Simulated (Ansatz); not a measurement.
**SeF radical: basis-set convergence**

Aim: see how fast density functionals converge with the basis set for SeF radical.

Program: Ansatz 0.2.0, Gaussian basis. Level of theory: one geometry, several basis sets. These are calculated values, not measurements.

The runs, in order: PBE0-D4/def2-SVP; ωB97M-V/def2-SVP; PBE0-D4/def2-QZVPP; ωB97M-V/def2-QZVPP; the functionals' def2-TZVPP values are taken from earlier runs.

## (1) The relaxed structure

All runs share one geometry, relaxed beforehand with PBE0-D4 in a triple-zeta def2 set.

SMILES `F[Se]`, 2 atoms, charge 0, spin multiplicity 2.

Atoms are counted from 1 here; the program's logs count them from 0.

Bond lengths: F1–Se2 1.738 Å.

## (2) PBE0-D4 in def2-SVP

Input file in.yaml:

```yaml
crystal:
  periodic: [false, false, false]
  atoms:
    - {symbol: F, position_ang: [0.000000, -0.000000, 0.035021]}
    - {symbol: Se, position_ang: [-0.000000, 0.000000, 1.772589]}
basis:
  gaussian: {orbitals: def2-SVP}
magnetization: {spin_polarized: true, initial_magnetization: 1}
hamiltonian: {xc: pbe0, dispersion: d4}
output: {orbitals: {seedname: orbitals}}
```

Launch:

```sh
$ ansatz run in.yaml --threads 4 --pin off --events-out ev --progress --plain --max-ram 10444MiB
```

After this run come: ωB97M-V in def2-SVP; PBE0-D4 in def2-QZVPP; ωB97M-V in def2-QZVPP.

Q: Predict the results of all the runs planned. Wanted: PBE0-D4: double and triple zeta above quadruple; ωB97M-V: double and triple zeta above quadruple.

As calculated:

| quantity | value |
| --- | --- |
| PBE0-D4: double and triple zeta above quadruple | 13.16, 1.56 eV |
| ωB97M-V: double and triple zeta above quadruple | 13.17, 1.51 eV |

In words: For PBE0-D4 the step from double to triple zeta gains 11.60 eV and the next only 1.56 eV. These are total energies; as a rule much of such shifts cancels in differences, which this series doesn't test.
